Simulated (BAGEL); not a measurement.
**C3H5Ga (SMILES C#[C][GaH][CH3]) at HF/STO-3G (density fitting with cc-pvqz-jkfit)**

What is the energy change on altering one bond length of C3H5Ga at HF/STO-3G (density fitting with cc-pvqz-jkfit)? 

The results are computed with BAGEL 1.2.2.

6 further runs of the same task are left out: 5 that didn't finish, 1 set aside as unsound or not needed.

### 1 The system as given

C3H5Ga: 9 atoms, total charge 0, spin state singlet. As SMILES, `C#[C][GaH][CH3]`. The shape is that of a PBE0-D4/def2-TZVP optimisation.

Bond lengths: C1–C2 1.210 Å, C2–Ga3 1.925 Å, Ga3–C4 1.958 Å, C1–H5 1.066 Å, Ga3–H6 1.564 Å, C4–H7 1.093 Å, C4–H8 1.090 Å, C4–H9 1.094 Å. Some angles: C1–C2–Ga3 179.3°, C2–Ga3–C4 117.4°, C2–C1–H5 179.8°, C2–Ga3–H6 117.1°, C4–Ga3–H6 125.5°, Ga3–C4–H7 109.9°, Ga3–C4–H8 112.6°, Ga3–C4–H9 109.4°, H7–C4–H8 109.1°, H7–C4–H9 106.9°.

### 2 A single-point energy at HF/STO-3G (density fitting with cc-pvqz-jkfit)

input.json reads:

```json
{ "bagel" : [

{
  "title" : "molecule",
  "basis" : "sto-3g",
  "df_basis" : "cc-pvqz-jkfit",
  "angstrom" : true,
  "geometry" : [
    { "atom" : "C", "xyz" : [       1.498700,       0.816800,      -2.138700 ] },
    { "atom" : "C", "xyz" : [       0.950000,       0.745200,      -1.062800 ] },
    { "atom" : "Ga", "xyz" : [       0.068800,       0.611200,       0.643700 ] },
    { "atom" : "C", "xyz" : [      -1.036100,      -0.972500,       0.966400 ] },
    { "atom" : "H", "xyz" : [       1.983700,       0.883100,      -3.086100 ] },
    { "atom" : "H", "xyz" : [       0.292600,       1.783100,       1.655500 ] },
    { "atom" : "H", "xyz" : [      -0.451400,      -1.877200,       0.782100 ] },
    { "atom" : "H", "xyz" : [      -1.435200,      -1.006300,       1.980000 ] },
    { "atom" : "H", "xyz" : [      -1.871000,      -0.983500,       0.260000 ] }
  ]
},

{ "title" : "hf", "charge" : 0 },

{ "title" : "print", "file" : "orbitals.molden", "orbitals" : true }

]}
```

The run is started by

```bash
BAGEL_NUM_THREADS=1 BAGEL input.json > input.out
```

The log of the run:

```text
* using 1 threads per process

  ===============================================================
  ===============================================================

  *** Geometry ***

  { "atom" : "C", "xyz" : [      2.832133,      1.543528,     -4.041557 ] },
  { "atom" : "C", "xyz" : [      1.795240,      1.408224,     -2.008401 ] },
  { "atom" : "Ga", "xyz" : [      0.130013,      1.155001,      1.216417 ] },
  { "atom" : "C", "xyz" : [     -1.957945,     -1.837759,      1.826231 ] },
  { "atom" : "H", "xyz" : [      3.748650,      1.668817,     -5.831884 ] },
  { "atom" : "H", "xyz" : [      0.552934,      3.369571,      3.128442 ] },
  { "atom" : "H", "xyz" : [     -0.853022,     -3.547394,      1.477955 ] },
  { "atom" : "H", "xyz" : [     -2.712135,     -1.901631,      3.741658 ] },
  { "atom" : "H", "xyz" : [     -3.535678,     -1.858546,      0.491329 ] },

  Number of auxiliary basis functions:      791

  Since a DF basis is specified, we compute 2- and 3-index integrals:
    o Being stored without compression. Storage requirement is 0.009 GB

  Number of basis functions:       38
  Number of electrons      :       54

    * METHOD: MOLECULE                             0.44

  *** RHF ***

  === Nuclear Repulsion ===
   215.0785741606

      * DIIS with orbital gradients will be used.

  === RHF iteration (sto-3g) ===
      0      -2015.88086116          0.00653312           0.05
      1      -2015.91656499          0.00224080           0.04
      2      -2015.91946909          0.00157281           0.04
      3      -2015.92036965          0.00024598           0.04
      4      -2015.92042835          0.00012436           0.04
      5      -2015.92045747          0.00007653           0.04
      6      -2015.92047379          0.00004828           0.04
      7      -2015.92048387          0.00002719           0.04
      8      -2015.92048746          0.00001347           0.04
      9      -2015.92048810          0.00000840           0.04
     10      -2015.92048823          0.00000392           0.04
     11      -2015.92048826          0.00000128           0.04
     12      -2015.92048826          0.00000052           0.04
     13      -2015.92048826          0.00000029           0.04
     14      -2015.92048826          0.00000023           0.04
     15      -2015.92048826          0.00000018           0.04
     16      -2015.92048827          0.00000015           0.04
     17      -2015.92048827          0.00000009           0.04
     18      -2015.92048827          0.00000006           0.04
     19      -2015.92048827          0.00000003           0.04
     20      -2015.92048827          0.00000002           0.04
     21      -2015.92048827          0.00000002           0.04
     22      -2015.92048827          0.00000001           0.04
     23      -2015.92048827          0.00000001           0.04
     24      -2015.92048827          0.00000001           0.04
    * SCF iteration converged.

    * Permanent dipole moment:
           (    0.107779,     0.062846,    -0.140175) a.u.

    * METHOD: HF                                   1.17

    * METHOD: PRINT                                0.00

  ===============================================================
```

Run time: 1.8 s. Hardware: 1 thread of Intel Xeon 6975P-C (Granite Rapids), shared host; peak memory 0.1 GiB.

### 3 The distorted shape

hf.json reads:

```json
{ "bagel" : [

{
  "title" : "molecule",
  "basis" : "sto-3g",
  "df_basis" : "cc-pvqz-jkfit",
  "angstrom" : true,
  "geometry" : [
    { "atom" : "C", "xyz" : [    0.797045,    1.902464,   -1.917535 ] },
    { "atom" : "C", "xyz" : [    0.248345,    1.830864,   -0.841635 ] },
    { "atom" : "Ga", "xyz" : [   -0.632855,    1.696864,    0.864865 ] },
    { "atom" : "C", "xyz" : [   -1.737755,    0.113164,    1.187565 ] },
    { "atom" : "H", "xyz" : [    1.282045,    1.968764,   -2.864935 ] },
    { "atom" : "H", "xyz" : [   -0.409055,    2.868764,    1.876665 ] },
    { "atom" : "H", "xyz" : [   -0.451400,   -1.877200,    0.782100 ] },
    { "atom" : "H", "xyz" : [   -2.136855,    0.079364,    2.201165 ] },
    { "atom" : "H", "xyz" : [   -2.572655,    0.102164,    0.481165 ] }
  ]
},
{
  "title" : "hf"
},
{
  "title" : "print",
  "file" : "orbitals.molden",
  "orbitals" : true
}

]}
```

The run is started by

```bash
BAGEL_NUM_THREADS=1 BAGEL hf.json > hf.out
```

The log of the run:

```text
* using 1 threads per process

  ===============================================================
  ===============================================================

  *** Geometry ***

  { "atom" : "C", "xyz" : [      1.506197,      3.595136,     -3.623616 ] },
  { "atom" : "C", "xyz" : [      0.469304,      3.459832,     -1.590460 ] },
  { "atom" : "Ga", "xyz" : [     -1.195923,      3.206608,      1.634358 ] },
  { "atom" : "C", "xyz" : [     -3.283881,      0.213849,      2.244173 ] },
  { "atom" : "H", "xyz" : [      2.422714,      3.720425,     -5.413943 ] },
  { "atom" : "H", "xyz" : [     -0.773002,      5.421178,      3.546383 ] },
  { "atom" : "H", "xyz" : [     -0.853022,     -3.547394,      1.477955 ] },
  { "atom" : "H", "xyz" : [     -4.038071,      0.149976,      4.159599 ] },
  { "atom" : "H", "xyz" : [     -4.861613,      0.193062,      0.909270 ] },

  Number of auxiliary basis functions:      791

  Since a DF basis is specified, we compute 2- and 3-index integrals:
    o Being stored without compression. Storage requirement is 0.009 GB

  Number of basis functions:       38
  Number of electrons      :       54

    * METHOD: MOLECULE                             0.44

  *** RHF ***

  === Nuclear Repulsion ===
   211.1702455426

      * DIIS with orbital gradients will be used.

  === RHF iteration (sto-3g) ===
      0      -2015.42697233          0.01594544           0.04
      1      -2015.51318317          0.01145718           0.04
      2      -2015.59240915          0.00332146           0.04
      3      -2015.59983260          0.00145137           0.04
      4      -2015.60252668          0.00058001           0.04
      5      -2015.60304649          0.00032028           0.04
      6      -2015.60318210          0.00021221           0.04
      7      -2015.60326284          0.00014138           0.04
      8      -2015.60333285          0.00009903           0.04
      9      -2015.60337528          0.00006954           0.04
[... 29 lines of this table left out ...]
     39      -2015.60340669          0.00000002           0.04
     40      -2015.60340669          0.00000001           0.04
     41      -2015.60340669          0.00000001           0.04
     42      -2015.60340669          0.00000001           0.04
    * SCF iteration converged.

    * Permanent dipole moment:
           (    0.335431,    -0.213900,    -0.219558) a.u.

    * METHOD: HF                                   1.89

    * METHOD: PRINT                                0.00

  ===============================================================
```

It took 2.5 s on 1 thread of Intel Xeon 6975P-C (Granite Rapids), shared host; peak memory 0.1 GiB.

### 4 Outcome

At HF/STO-3G (density fitting with cc-pvqz-jkfit):

```
                                                         quantity           value
                                        first shape: total energy  -2015.92049 Eh
                                       first shape: dipole moment          0.48 D
                                         first shape: HOMO energy        -7.19 eV
                                         first shape: LUMO energy         4.44 eV
                                       first shape: HOMO–LUMO gap        11.63 eV
                                    distorted shape: total energy  -2015.60341 Eh
                                   distorted shape: dipole moment          1.15 D
                                     distorted shape: HOMO energy        -5.86 eV
                                     distorted shape: LUMO energy         2.71 eV
                                   distorted shape: HOMO–LUMO gap         8.57 eV
energy change with the C4–H7 bond stretched from 1.093 to 2.404 Å        8.628 eV
```

What this shows: One bond (distorted shape) is far stretched, which a spin-restricted single reference describes badly; a broken-symmetry solution may lie lower. With the C4–H7 bond stretched from 1.093 to 2.404 Å the energy rises by 8.63 eV (832 kJ/mol). The first shape isn't relaxed at this level, so the change isn't measured from a minimum. A restricted reference can't describe the breaking bond well at this length. The minimal basis adds a large error of its own.
